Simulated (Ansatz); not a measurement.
# F2H4OSiSn: one species, many methods

One table from this session's results is given with a row withheld; the runs are named, their logs left out.

Computed with Ansatz 0.2.0, Gaussian basis. Level: functionals in def2-TZVPP, the program's frozen cores in correlated methods.

Plan: LDA (SPW92), PBE-D4, revPBE-D4, BLYP-D4, r2SCAN-D4, B97M-V, PBE0-D4, B3LYP-D4, r2SCANh-D4, r2SCAN0-D4, HSE06-D4, BHLYP-D4, CAM-B3LYP-D4, LC-ωPBE, ωB97X-V, ωB97M-V, B2PLYP, PBE-QIDH; CCSD(T)/def2-SVP; CCSD(T)/def2-TZVPP; MP2/def2-QZVPP; extrapolation to the limit; RPA on PBE.

### The geometry

The geometry comes from an earlier relaxation with PBE0-D4 in a triple-zeta def2 set; it is a stationary point, not always the lowest conformer. Sn takes the def2 core potential; no spin-orbit term is included.

SMILES `[OH][Sn]([F])([F])[SiH3]`, 9 atoms, charge 0, spin multiplicity 1.

Atoms are counted from 1 here; the program's logs count them from 0.

Bond lengths: O1–Sn2 1.940 Å, O1–H6 0.962 Å, Sn2–F3 1.915 Å, Sn2–F4 1.915 Å, Sn2–Si5 2.556 Å, Si5–H7 1.480 Å, Si5–H8 1.480 Å, Si5–H9 1.480 Å. Angles: Sn2–O1–H6 113.4°, O1–Sn2–F3 105.8°, O1–Sn2–F4 105.7°, O1–Sn2–Si5 115.8°, F3–Sn2–F4 101.0°, F3–Sn2–Si5 113.5°, F4–Sn2–Si5 113.6°, Sn2–Si5–H7 106.7°, Sn2–Si5–H8 107.2°, Sn2–Si5–H9 107.2°, H7–Si5–H8 111.8°, H7–Si5–H9 111.8°, H8–Si5–H9 111.8°.

Set-up of the first run:

in.yaml reads:

```yaml
crystal:
  periodic: [false, false, false]
  atoms:
    - {symbol: O, position_ang: [0.728979, 2.006573, -0.820757]}
    - {symbol: Sn, position_ang: [0.677351, 0.095731, -0.491616]}
    - {symbol: F, position_ang: [2.413104, -0.364467, 0.172473]}
    - {symbol: F, position_ang: [0.714666, -0.729949, -2.218603]}
    - {symbol: Si, position_ang: [-1.233881, -0.727040, 0.992626]}
    - {symbol: H, position_ang: [1.460250, 2.277489, -1.383381]}
    - {symbol: H, position_ang: [-1.086997, -2.195686, 1.101690]}
    - {symbol: H, position_ang: [-2.499686, -0.348709, 0.324840]}
    - {symbol: H, position_ang: [-1.085286, -0.060141, 2.305827]}
basis:
  gaussian: {orbitals: def2-TZVPP}
hamiltonian: {xc: lda}
output: {orbitals: {seedname: orbitals}}
```

Among the steps run: LDA; PBE-D4 (GGA); revPBE-D4 (GGA); BLYP-D4 (GGA); r2SCAN-D4 (meta-GGA); B97M-V (meta-GGA); PBE0-D4 (hybrid); B3LYP-D4 (hybrid); r2SCANh-D4 (hybrid); r2SCAN0-D4 (hybrid); HSE06-D4 (hybrid); BHLYP-D4 (hybrid); CAM-B3LYP-D4 (range-separated); LC-ωPBE (range-separated); ωB97X-V (range-separated); ωB97M-V (range-separated); B2PLYP (double hybrid); PBE-QIDH (double hybrid).

One table of the session follows, with a row left open; its other results are not shown here.

It belongs to the step «Frontier levels by functional». 

```
  functional  HOMO (eV)  LUMO (eV)  gap (eV)
 LDA (SPW92)      -7.77      -2.81      4.96
      PBE-D4      -7.55      -2.49      5.06
   revPBE-D4      -7.46      -2.36      5.10
     BLYP-D4      -7.44      -2.44      5.00
   r2SCAN-D4      -7.95      -2.19      5.76
      B97M-V      -8.06      -2.27      5.79
     PBE0-D4      -9.30      -1.56      7.74
    B3LYP-D4      -9.02      -1.87      7.15
  r2SCANh-D4      -8.61      -1.87      6.74
  r2SCAN0-D4          ?          ?         ?
    HSE06-D4      -8.90      -1.93      6.97
    BHLYP-D4     -10.49      -0.62      9.87
CAM-B3LYP-D4     -10.61      -0.59     10.03
     LC-ωPBE     -11.87       0.69     12.56
     ωB97X-V     -11.55       0.57     12.12
     ωB97M-V     -11.39       0.33     11.73
```

**Question.** Estimate the row for r2SCAN0-D4.

Worked estimate for «HOMO (eV)». Against the share of exact exchange, r2SCAN-D4 (0, -7.95), r2SCANh-D4 (0.1, -8.61) give a slope of -6.60 per unit share; at 0.25 the line stands at -9.60.

**Answer.** HOMO (eV): -9.53; LUMO (eV): -1.39; gap (eV): 8.14. In «HOMO (eV)» the line misses by -0.07.
